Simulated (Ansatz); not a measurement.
# C₂H₆SZn: small, medium and large basis sets

The task here is to estimate one member of a computed series from the others.

Program: Ansatz 0.2.0, Gaussian basis. Level of theory: one geometry, several basis sets. These are calculated values, not measurements.

Levels to be run: PBE0-D4/def2-SVP; ωB97M-V/def2-SVP; PBE0-D4/def2-QZVPP; ωB97M-V/def2-QZVPP; the functionals' def2-TZVPP values are taken from earlier runs.

## The relaxed structure

All runs share one geometry, relaxed beforehand with PBE0-D4 in a triple-zeta def2 set.

SMILES `C[CH2][Zn][SH]`, 10 atoms, charge 0, spin multiplicity 1.

Atoms are counted from 1 here; the program's logs count them from 0.

Bond lengths: C1–C2 1.527 Å, C1–H5 1.093 Å, C1–H6 1.095 Å, C1–H7 1.093 Å, C2–Zn3 1.949 Å, C2–H8 1.095 Å, C2–H9 1.095 Å, Zn3–S4 2.180 Å, S4–H10 1.345 Å. Angles: C2–C1–H5 112.0°, C2–C1–H6 111.5°, C2–C1–H7 112.0°, H5–C1–H6 107.0°, H5–C1–H7 107.1°, H6–C1–H7 107.0°, C1–C2–Zn3 115.0°, C1–C2–H8 110.3°, C1–C2–H9 110.3°, Zn3–C2–H8 107.4°, Zn3–C2–H9 107.4°, H8–C2–H9 106.0°, C2–Zn3–S4 179.4°, Zn3–S4–H10 92.7°.

The first run:

in.yaml

```yaml
crystal:
  periodic: [false, false, false]
  atoms:
    - {symbol: C, position_ang: [-1.195608, 0.761908, 0.376452]}
    - {symbol: C, position_ang: [-0.192648, -0.273701, 0.880600]}
    - {symbol: Zn, position_ang: [1.199448, -0.758463, -0.393735]}
    - {symbol: S, position_ang: [2.765037, -1.314972, -1.805046]}
    - {symbol: H, position_ang: [-1.731261, 0.415656, -0.511200]}
    - {symbol: H, position_ang: [-1.950394, 0.991458, 1.136027]}
    - {symbol: H, position_ang: [-0.712205, 1.705796, 0.111600]}
    - {symbol: H, position_ang: [0.304522, 0.087692, 1.786563]}
    - {symbol: H, position_ang: [-0.709150, -1.195509, 1.167083]}
    - {symbol: H, position_ang: [2.305360, -0.470966, -2.745643]}
basis:
  gaussian: {orbitals: def2-SVP}
hamiltonian: {xc: pbe0, dispersion: d4}
output: {orbitals: {seedname: orbitals}}
```

Run with:

```console
ansatz run in.yaml --threads 2 --pin off --events-out ev --progress --plain --max-ram 32768MiB --backend cpu
```

Steps of the session up to this table: PBE0-D4 in def2-SVP; ωB97M-V in def2-SVP; PBE0-D4 in def2-QZVPP; ωB97M-V in def2-QZVPP.

One of the session's tables, all rows but one given; the rest of the session is left out.

It belongs to the step «Density functionals: the series». 

```
functional       basis  HOMO (eV)
   PBE0-D4    def2-SVP          ?
   PBE0-D4  def2-TZVPP      -7.08
   PBE0-D4  def2-QZVPP      -7.11
   ωB97M-V    def2-SVP      -8.96
   ωB97M-V  def2-TZVPP      -9.29
   ωB97M-V  def2-QZVPP      -9.32
```

Q: Estimate the row for PBE0-D4, def2-SVP from the others.

As computed: HOMO (eV): -6.78. In the column «HOMO (eV)» it is the highest.
